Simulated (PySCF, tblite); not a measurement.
# C₂H₂FO₃S radical: geometry, infrared bands and EPR parameters

Wanted: the infrared bands and EPR parameters of C₂H₂FO₃S radical (`O=S(=O)(O)/C=[C]\F`), by calculation.

The runs use tblite 0.8.0 and PySCF 2.14.0, with density-fitted response routines of our own; the level of theory stands in each step. All values are computed, except where a source is named. Atoms are numbered from 0 throughout.

### Step 1. The starting structure

9 atoms, charge 0, multiplicity 2; geometry from: force field or distance geometry start.

Bonds of the start (Å): O0–S1 1.45, S1–O2 1.43, S1–O3 1.62, S1–C4 1.72, C4–C5 1.29, C5–F6 1.35, O3–H7 0.99, C4–H8 1.08.

### Step 2. Geometry optimisation with GFN2-xTB

The job: settings as JSON, then the geometry in Å.

```
{"job": {"kind": "relax", "xc": "GFN2-xTB", "basis": "xTB"}, "charge": 0, "multiplicity": 2}
O     -0.875600     0.797600     1.372900
S     -0.854500     0.396900    -0.022900
O     -2.052800     0.249500    -0.784500
O      0.063400     1.501200    -0.764900
C      0.130400    -1.002600    -0.218800
C      1.248900    -1.148200     0.403500
F      2.419100    -1.300500     1.051800
H      0.152600     2.268800    -0.150000
H     -0.217900    -1.756800    -0.912200
```

Command:

```console
> OMP_NUM_THREADS=1 python probes_run.py task.json out
```

The driver reads the jobs from task.json and runs them one after another.

**Question.** This job is followed by: GFN2-xTB harmonic vibrations, gas phase; UKS B3LYP, pcH-1 on C F H O S, non-relativistic, mean-field spin-orbit, GIAO. Predict these results of the whole session: strongest single infrared mode (GFN2-xTB); zero-point energy (GFN2-xTB); g(iso) (B3LYP); ⟨S²⟩; largest a(iso) (averaged by class); potential on the surface of density 0.002 e/bohr³, 1st and 99th percentile.

The runs gave:

| quantity | value |
| --- | --- |
| strongest single infrared mode (GFN2-xTB) | 1290 cm⁻¹, 467 km/mol |
| zero-point energy (GFN2-xTB) | 27.3 kcal/mol |
| g(iso) (B3LYP) | 2.00308 |
| ⟨S²⟩ | 0.759 (exact 0.75) |
| largest a(iso) (averaged by class) | 13C on C5, 532.6 MHz |
| potential on the surface of density 0.002 e/bohr³, 1st and 99th percentile | -1.30 V and 3.21 V |

In words: Relaxing lowered the energy by 0.792 eV in 80 steps; the close pair that moved most is S1–C4, from 1.722 to 1.853 Å. No mode is imaginary among the 21: a minimum at this level. The strongest single mode, at 1290 cm⁻¹, is spread over several atoms, S1, O2, O0 among them. Unscaled tight-binding wavenumbers are off by several per cent, some by more. Its intensities can rank the bands wrongly. C5 carries the largest spin population, 0.91 e. The isotropic g lies 0.8 ppt above the free-electron value. These values are for one conformer; the search (at its own cheap level) found 2 more, at 0.92, 9.80 kcal/mol, and measured spectra average over such forms.
